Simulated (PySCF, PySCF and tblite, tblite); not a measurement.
# 3-acetyl-1-fluorobenzene (C₈H₇FO): conformers and averaged spectra, part 2 of 2

PySCF and tblite. Atoms count from 0. Earlier steps stand in the parts before.

## 5. Couplings, conformer 1: B3LYP/pcJ-1+6-31G*

The job: settings as JSON, then the geometry in Å.

```
{"job": {"xc": "B3LYP", "basis": {"default": "6-31G*", "H": "pcJ-1", "F": "pcJ-1"}, "nuclei": ["H", "F", "P", "Si", "B"], "kind": "j"}, "charge": 0, "multiplicity": 1}
C     -2.628393    -0.621916     0.172596
C     -1.719107     0.577132     0.256920
O     -2.152269     1.701568     0.361562
C     -0.251901     0.319608     0.205793
C      0.604610     1.418524     0.284062
C      1.976080     1.255302     0.243718
C      2.522388    -0.011669     0.124159
C      1.664264    -1.094866     0.046864
F      2.186286    -2.333566    -0.069980
C      0.290582    -0.957744     0.084959
H     -2.427630    -1.303281     0.996430
H     -2.466328    -1.149509    -0.764814
H     -3.662361    -0.290711     0.224132
H      0.164521     2.399807     0.377160
H      2.626065     2.114505     0.305357
H      3.588711    -0.169562     0.090226
H     -0.322517    -1.841592     0.020139
```

Standard output:

```text
coarse grid: 15200 points
cycle   1  E = -484.0176202206  dE =  1.773e+00  |g| = 9.536e-01  |ddm| = 4.208e+00
cycle   2  E = -483.4380883821  dE =  5.795e-01  |g| = 1.926e+00  |ddm| = 3.256e+00
cycle   3  E = -484.1849764314  dE = -7.469e-01  |g| = 2.828e-01  |ddm| = 2.604e+00
cycle   4  E = -484.2019227755  dE = -1.695e-02  |g| = 8.792e-02  |ddm| = 3.343e-01
cycle   5  E = -484.2031810198  dE = -1.258e-03  |g| = 3.635e-02  |ddm| = 9.266e-02
cycle   6  E = -484.2035026433  dE = -3.216e-04  |g| = 9.273e-03  |ddm| = 3.977e-02
cycle   7  E = -484.2035220119  dE = -1.937e-05  |g| = 3.500e-03  |ddm| = 1.139e-02
cycle   8  E = -484.2035251022  dE = -3.090e-06  |g| = 7.727e-04  |ddm| = 4.233e-03
final grid: 150080 points
cycle   9  E = -484.1388942775  dE = -8.422e-05  |g| = 8.500e-03  |ddm| = 5.318e-02
cycle  10  E = -484.1388761085  dE =  1.817e-05  |g| = 1.316e-02  |ddm| = 1.795e-02
cycle  11  E = -484.1389091628  dE = -3.305e-05  |g| = 2.578e-03  |ddm| = 1.240e-02
cycle  12  E = -484.1389104084  dE = -1.246e-06  |g| = 6.084e-04  |ddm| = 2.842e-03
cycle  13  E = -484.1389104661  dE = -5.769e-08  |g| = 2.155e-04  |ddm| = 6.266e-04
cycle  14  E = -484.1389104748  dE = -8.626e-09  |g| = 3.897e-05  |ddm| = 2.117e-04
cycle  15  E = -484.1389104751  dE = -3.197e-10  |g| = 1.888e-05  |ddm| = 5.445e-05
converged SCF energy = -484.1389104751

Indirect spin-spin couplings (Hz)
  i      j    bonds     total        FC       PSO       DSO        SD
  8 F   12 H    6     -0.189     0.019     0.546    -0.738    -0.016
  8 F   13 H    5     -0.707     0.177     0.628    -1.379    -0.133
  8 F   14 H    4      4.966     5.381     1.105    -1.380    -0.139
  8 F   15 H    3      8.203    11.676    -2.525    -0.057    -0.891
  8 F   16 H    3      9.514    13.064    -2.768     0.141    -0.923
 10 H   11 H    2    -18.583   -18.272     2.115    -2.426         -
 10 H   12 H    2    -14.150   -13.692     2.106    -2.564         -
 10 H   13 H    5     -0.278     0.049     0.697    -1.024         -
 10 H   14 H    6     -0.359    -0.053     0.592    -0.899         -
 10 H   15 H    7     -0.243     0.018     0.531    -0.792         -
 10 H   16 H    5      0.674    -0.084    -1.543     2.301         -
 11 H   12 H    2    -14.193   -13.736     2.106    -2.563         -
 11 H   13 H    5     -0.278     0.049     0.697    -1.024         -
 11 H   14 H    6     -0.360    -0.053     0.593    -0.899         -
 11 H   15 H    7     -0.243     0.018     0.532    -0.793         -
 11 H   16 H    5      0.675    -0.080    -1.536     2.291         -
 12 H   13 H    5     -0.192     0.119     0.693    -1.004         -
 12 H   14 H    6     -0.224     0.082     0.639    -0.945         -
 12 H   15 H    7     -0.276     0.034     0.650    -0.961         -
 12 H   16 H    5     -0.194     0.022     0.672    -0.889         -
 13 H   14 H    3      9.021     9.178     0.119    -0.276         -
 13 H   15 H    4      0.313     0.945     1.131    -1.763         -
 13 H   16 H    4      0.841     1.516     1.171    -1.846         -
 14 H   15 H    3      9.192     9.403     0.182    -0.393         -
 14 H   16 H    5     -0.234     0.413     1.164    -1.811         -
 15 H   16 H    4      1.824     2.457     1.281    -1.914         -
```

It took 45 s on 1 thread of Arm Neoverse V1, shared host; peak memory 1 GiB.

Key values: HOMO -6.99 eV, LUMO -1.74 eV; dipole 1.27 D.

## 6. Couplings, conformer 2: B3LYP/pcJ-1+6-31G*

The job: settings as JSON, then the geometry in Å.

```
{"job": {"xc": "B3LYP", "basis": {"default": "6-31G*", "H": "pcJ-1", "F": "pcJ-1"}, "nuclei": ["H", "F", "P", "Si", "B"], "kind": "j"}, "charge": 0, "multiplicity": 1}
C      2.700662     0.218122     0.082174
C      1.597403    -0.775783     0.342305
O      1.828305    -1.900505     0.721336
C      0.198991    -0.312667     0.112048
C     -0.125494     0.970418    -0.325437
C     -1.447889     1.330194    -0.517011
C     -2.467972     0.424955    -0.278042
C     -2.134583    -0.846896     0.156160
F     -3.120950    -1.733825     0.390923
C     -0.824387    -1.228820     0.354022
H      2.577940     1.089896     0.721039
H      2.677812     0.538756    -0.957024
H      3.658785    -0.249858     0.292730
H      0.647354     1.696444    -0.519647
H     -1.689499     2.326170    -0.856079
H     -3.503563     0.689342    -0.421999
H     -0.579913    -2.223915     0.692592
```

Standard output:

```text
coarse grid: 15200 points
cycle   1  E = -484.0199863333  dE =  1.772e+00  |g| = 9.505e-01  |ddm| = 4.200e+00
cycle   2  E = -483.4711758037  dE =  5.488e-01  |g| = 1.896e+00  |ddm| = 3.318e+00
cycle   3  E = -484.1857719619  dE = -7.146e-01  |g| = 2.813e-01  |ddm| = 2.648e+00
cycle   4  E = -484.2021318200  dE = -1.636e-02  |g| = 9.294e-02  |ddm| = 3.357e-01
cycle   5  E = -484.2035165690  dE = -1.385e-03  |g| = 4.418e-02  |ddm| = 1.129e-01
cycle   6  E = -484.2040417721  dE = -5.252e-04  |g| = 8.222e-03  |ddm| = 4.865e-02
cycle   7  E = -484.2040567359  dE = -1.496e-05  |g| = 3.141e-03  |ddm| = 9.754e-03
cycle   8  E = -484.2040590081  dE = -2.272e-06  |g| = 7.286e-04  |ddm| = 3.678e-03
final grid: 150080 points
cycle   9  E = -484.1389384247  dE = -7.777e-05  |g| = 8.483e-03  |ddm| = 4.121e-02
cycle  10  E = -484.1389190213  dE =  1.940e-05  |g| = 1.325e-02  |ddm| = 1.799e-02
cycle  11  E = -484.1389534108  dE = -3.439e-05  |g| = 2.809e-03  |ddm| = 1.299e-02
cycle  12  E = -484.1389549361  dE = -1.525e-06  |g| = 5.777e-04  |ddm| = 3.073e-03
cycle  13  E = -484.1389549858  dE = -4.970e-08  |g| = 2.063e-04  |ddm| = 5.786e-04
cycle  14  E = -484.1389549933  dE = -7.435e-09  |g| = 3.775e-05  |ddm| = 1.876e-04
cycle  15  E = -484.1389549936  dE = -2.988e-10  |g| = 1.745e-05  |ddm| = 5.209e-05
converged SCF energy = -484.1389549936

Indirect spin-spin couplings (Hz)
  i      j    bonds     total        FC       PSO       DSO        SD
  8 F   10 H    6     -0.286    -0.087     0.491    -0.678    -0.012
  8 F   11 H    6     -0.285    -0.086     0.492    -0.679    -0.011
  8 F   13 H    5     -0.340     0.620     0.565    -1.377    -0.147
  8 F   14 H    4      4.705     5.094     1.129    -1.380    -0.138
  8 F   15 H    3      7.666    11.189    -2.566    -0.065    -0.891
  8 F   16 H    3     10.006    13.492    -2.681     0.047    -0.852
 10 H   11 H    2    -18.525   -18.206     2.136    -2.454         -
 10 H   12 H    2    -14.106   -13.645     2.116    -2.577         -
 10 H   13 H    5      0.664    -0.084    -1.483     2.232         -
 10 H   15 H    7     -0.260    -0.002     0.488    -0.746         -
 10 H   16 H    5     -0.265     0.057     0.671    -0.994         -
 11 H   12 H    2    -14.167   -13.707     2.116    -2.576         -
 11 H   13 H    5      0.665    -0.079    -1.475     2.219         -
 11 H   15 H    7     -0.260    -0.002     0.489    -0.747         -
 11 H   16 H    5     -0.265     0.058     0.671    -0.994         -
 12 H   13 H    5     -0.165     0.061     0.719    -0.945         -
 12 H   14 H    6     -0.252     0.025     0.640    -0.917         -
 12 H   15 H    7     -0.259     0.051     0.634    -0.944         -
 13 H   14 H    3      8.887     9.033     0.036    -0.182         -
 13 H   16 H    4      0.764     1.440     1.171    -1.847         -
 14 H   15 H    3      9.294     9.506     0.161    -0.373         -
 14 H   16 H    5     -0.227     0.414     1.171    -1.813         -
 15 H   16 H    4      2.228     2.861     1.284    -1.918         -
```

It took 45 s on 1 thread of Arm Neoverse V1, shared host; peak memory 1 GiB.

Key values: HOMO -7.00 eV, LUMO -1.74 eV; dipole 3.80 D.

## 7. Boltzmann average: properties at PBE0/pcSseg-1

The job: settings as JSON, then the geometry in Å.

```
{"job": {"study": "conf", "smiles": "CC(=O)c1cccc(F)c1", "search": {"seed": 9177, "n_embed": 60, "ff_keep": 14, "window": 3.0, "nmax": 9, "temps": [180, 230, 298.15, 330, 400], "t_ref": 298.15, "order": 0.001}, "level": {"nmr": {"xc": "PBE0", "basis": "pcSseg-1"}, "j": {"xc": "B3LYP", "basis": {"default": "6-31G*", "H": "pcJ-1", "F": "pcJ-1"}, "nuclei": ["H", "F", "P", "Si", "B"]}}, "kind": "conf"}, "charge": 0, "multiplicity": 1}
C      2.700662     0.218122     0.082174
C      1.597403    -0.775783     0.342305
O      1.828305    -1.900505     0.721336
C      0.198991    -0.312667     0.112048
C     -0.125494     0.970418    -0.325437
C     -1.447889     1.330194    -0.517011
C     -2.467972     0.424955    -0.278042
C     -2.134583    -0.846896     0.156160
F     -3.120950    -1.733825     0.390923
C     -0.824387    -1.228820     0.354022
H      2.577940     1.089896     0.721039
H      2.677812     0.538756    -0.957024
H      3.658785    -0.249858     0.292730
H      0.647354     1.696444    -0.519647
H     -1.689499     2.326170    -0.856079
H     -3.503563     0.689342    -0.421999
H     -0.579913    -2.223915     0.692592
```

Standard output:

```text
conformer  sym    E(xTB)   E(DFT)   G(298.15 K)  weight  dipole/D
    1     Cs      0.000    0.090    0.122   0.4487    1.510
    2     Cs      0.339    0.000    0.000   0.5513    3.888

mean shielding (ppm) by class
class atoms           180 K      230 K   298.15 K      330 K      400 K
  0 C  0            158.194    158.198    158.201    158.202    158.204
  1 C  1            -12.325    -12.327    -12.329    -12.329     -12.33
  2 O  2           -317.233   -317.265   -317.291     -317.3   -317.314
  3 C  3             44.372     44.383     44.392     44.394     44.399
  4 C  4             56.988     56.977     56.968     56.965      56.96
  5 C  5             51.445     51.436     51.429     51.427     51.423
  6 C  6             60.619      60.62     60.621     60.621     60.621
  7 C  7             13.785     13.796     13.806     13.809     13.814
  8 F  8            285.642    285.652    285.661    285.663    285.668
  9 C  9             64.838     64.846     64.853     64.855     64.858
 10 H  10,11,12      29.052     29.052     29.053     29.053     29.053
 11 H  13            23.642     23.635     23.629     23.627     23.623
 12 H  14            23.966     23.965     23.964     23.964     23.963
 13 H  15            24.188     24.188     24.188     24.187     24.187
 14 H  16            23.632      23.64     23.646     23.648     23.651
```

Run time: 2.6 min. Hardware: 1 thread of Arm Neoverse V1, shared host. This counts the runs that the step sums up.

The search (ETKDG and KDG, MMFF94s, GFN2-xTB) embedded 60 structures, kept 2 distinct ones after the force field and 2 after xTB; 2 were carried on (window 3.0 kcal/mol at the search's own energies). Energies: PBE0/pcSseg-1 with D3(BJ).

The conformers at 298 K:

| no. | group | mirror pair | ΔE xTB | ΔE DFT | ΔG | weight (%) | μ (D) | O2–C1–C3–C4 (°) | A, B, C (GHz) |
| --- | --- | --- | --- | --- | --- | --- | --- | --- | --- |
| 1 | Cs | no | 0.00 | 0.09 | 0.12 | 44.9 | 1.51 | 0 | 2.56, 0.94, 0.69 |
| 2 | Cs | no | 0.34 | 0.00 | 0.00 | 55.1 | 3.89 | -180 | 2.63, 0.93, 0.69 |

Energies in kcal/mol. ΔG holds xTB vibrations and rotation, symmetry numbers and mirror pairs.

Weights (%) by temperature:

| no. | 180 K | 230 K | 298 K | 330 K | 400 K |
| --- | --- | --- | --- | --- | --- |
| 2 | 57.3 | 56.1 | 55.1 | 54.8 | 54.3 |
| 1 | 42.7 | 43.9 | 44.9 | 45.2 | 45.7 |

Other ways of weighting, at the same temperature:

| scheme | 2 | 1 | mean μ (D) |
| --- | --- | --- | --- |
| DFT free energy | 55 | 45 | 2.82 |
| DFT energy, symmetry counted | 54 | 46 | 2.79 |
| DFT energy alone | 54 | 46 | 2.79 |
| xTB energy, symmetry counted | 36 | 64 | 2.37 |
| xTB free energy | 37 | 63 | 2.40 |
| lowest conformer only | 100 | 0 | 3.89 |
| equal weights | 50 | 50 | 2.70 |
| conformers found from three starts alone | 0 | 100 | 1.51 |

Shifts against references run at the same level ($^{17}$O H2O 336.1, $^{19}$F CFCl3 170.9, $^{13}$C TMS 186.9, $^{1}$H TMS 31.72 ppm of shielding), by class of atoms, at 298 K:

| atoms | environment | no. 2 | no. 1 | average | measured |
| --- | --- | --- | --- | --- | --- |
| C1 | ketone carbonyl carbon | 199.2 | 199.4 | 199.3 | – |
| C7 | aromatic carbon bearing fluorine | 173.6 | 172.6 | 173.1 | – |
| C3 | substituted aromatic carbon | 142.9 | 142.0 | 142.5 | – |
| C5 | aromatic CH | 135.2 | 135.9 | 135.5 | – |
| C4 | aromatic CH | 129.5 | 130.5 | 130.0 | – |
| C6 | aromatic CH | 126.3 | 126.3 | 126.3 | – |
| C9 | aromatic CH | 122.4 | 121.7 | 122.1 | – |
| C0 | methyl carbon α to a carbonyl | 28.9 | 28.6 | 28.7 | – |
| H13 | hydrogen on an aromatic CH | 7.81 | 8.43 | 8.09 | – |
| H16 | hydrogen on an aromatic CH | 8.35 | 7.73 | 8.07 | – |
| H14 | hydrogen on an aromatic CH | 7.71 | 7.80 | 7.75 | – |
| H15 | hydrogen on an aromatic CH | 7.51 | 7.55 | 7.53 | – |
| H10, H11, H12 | hydrogen on a methyl carbon α to a carbonyl | 2.67 | 2.65 | 2.66 | – |
| O2 | ketone oxygen | 652.2 | 654.8 | 653.4 | – |
| F8 | aryl fluorine | -114.3 | -115.2 | -114.7 | -112.5 |

Measured: G. Saielli, R. Bini, A. Bagno, Computational 19F NMR. 2. Organic compounds, RSC Adv. 2014, ESI (exp. from Berger-Braun-Kalinowski 1994 and Everett 1995).

Couplings (Hz, B3LYP/pcJ-1+6-31G*; one pair named for each class), from conformers that hold 100 % of the weight:

| pair | bonds | no. 2 | no. 1 | average |
| --- | --- | --- | --- | --- |
| H10–H11 | 2 | -15.6 | -15.6 | -15.6 |
| F8–H16 | 3 | 10.0 | 9.5 | 9.8 |
| H14–H15 | 3 | 9.3 | 9.2 | 9.2 |
| H13–H14 | 3 | 8.9 | 9.0 | 8.9 |
| F8–H15 | 3 | 7.7 | 8.2 | 7.9 |
| F8–H14 | 4 | 4.7 | 5.0 | 4.8 |
| H15–H16 | 4 | 2.2 | 1.8 | 2.0 |
| H13–H16 | 4 | 0.8 | 0.8 | 0.8 |

Effective distances for nuclear Overhauser effects, ⟨r⁻⁶⟩^(−1/6) over all pairs of two classes (Å): H13···H14 2.46; H14···H15 2.48; H10···H13 2.78; H10···H16 2.88.

## 8. Outcome

The summary covers parts 1 to 2.

| quantity | value |
| --- | --- |
| conformers | 2; the first in weight is no. 2 (Cs), 55 % at 298 K |
| root-mean-square dipole | 3.06 D |
| averaged $^{13}$C shifts (PBE0/pcSseg-1) | 199.3, 173.1, 142.5, 135.5, 130.0, 126.3, 122.1, 28.7 ppm |
| averaged $^{1}$H shifts (PBE0/pcSseg-1) | 8.09, 8.07, 7.75, 7.53, 2.66 ppm |
| averaged $^{19}$F shifts (PBE0/pcSseg-1) | -114.7 ppm |

At 298 K conformer 2 holds 55 % of the ensemble (57 % at 180 K, 54 % at 400 K). Among conformers over 5 %, H13 differs by 0.63 ppm, while the average moves by 0.02 ppm from 180 to 400 K. Against 1 measured $^{19}$F shift the average misses by 2.2 ppm, the leading conformer alone by 1.8 ppm. Vibration and solvent are missing from the shifts, so part of that gap is not the functional's.
